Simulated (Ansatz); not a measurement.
**BrHNSi−: single points off equilibrium**

An exercise on one series of results from a longer session: the logs are not shown, and one member is left open.

Method: single points in def2-TZVPPD; program: Ansatz 0.2.0, Gaussian basis.

Cores are frozen in the correlated methods. Filled d shells of the heavier atoms are correlated.

**The starting structure**

SMILES `[N-]=[SiH]Br`, 4 atoms, charge -1, spin multiplicity 1.

Atoms are counted from 1 here; the program's logs count them from 0.

Bond lengths: N1–Si2 1.613 Å, Si2–Br3 2.589 Å, Si2–H4 1.485 Å. Angles: N1–Si2–Br3 121.6°, N1–Si2–H4 154.1°, Br3–Si2–H4 84.3°.

Coordinates:

```xyz
4
BrHNSi
N     0.1576    1.2605   -1.4223
Si   -0.2173    0.3770   -0.1254
Br    1.1100   -1.7576    0.4935
H    -0.9982    0.0660    1.0988
```

Set-up of the first run:

run/in.yaml

```yaml
crystal:
  periodic: [false, false, false]
  atoms:
    - {symbol: N, position_ang: [0.157600, 1.260500, -1.422300]}
    - {symbol: Si, position_ang: [-0.217300, 0.377000, -0.125400]}
    - {symbol: Br, position_ang: [1.110000, -1.757600, 0.493500]}
    - {symbol: H, position_ang: [-0.998200, 0.066000, 1.098800]}
basis:
  gaussian: {orbitals: "def2-TZVPPD.json"}
total_charge: -1
correlation: {method: ccsd_t}
output: {forces: true}
```

The basis file named in the input lies beside it (Basis Set Exchange, JSON).

The command line of these runs was not kept.

Among the steps run: CCSD(T)/def2-TZVPPD; PBE0-D4/def2-TZVPPD; wB97M-V/def2-TZVPPD; r2SCAN-D4/def2-TZVPPD; PBE-D4/def2-TZVPPD; B97M-V/def2-TZVPPD; HSE06-D4/def2-TZVPPD.

One table of the session follows, with a row left open; its other results are not shown here.

| method | RMS force component (eV/Å) | angle to CCSD(T) forces (°) |
| --- | --- | --- |
| CCSD(T) | 0.568 | reference |
| PBE0-D4 | 0.879 | 25.9 |
| wB97M-V | 0.948 | 31.3 |
| r2SCAN-D4 | 0.754 | 21.5 |
| PBE-D4 | 0.619 | 15.3 |
| B97M-V | ? | ? |
| HSE06-D4 | 0.868 | 25.4 |

Estimate the missing values for B97M-V.

**Answer.** RMS force component (eV/Å): 0.849; angle to CCSD(T) forces (°): 25.4. In the column «RMS force component (eV/Å)» it lies between r2SCAN-D4 (0.754) and HSE06-D4 (0.868).
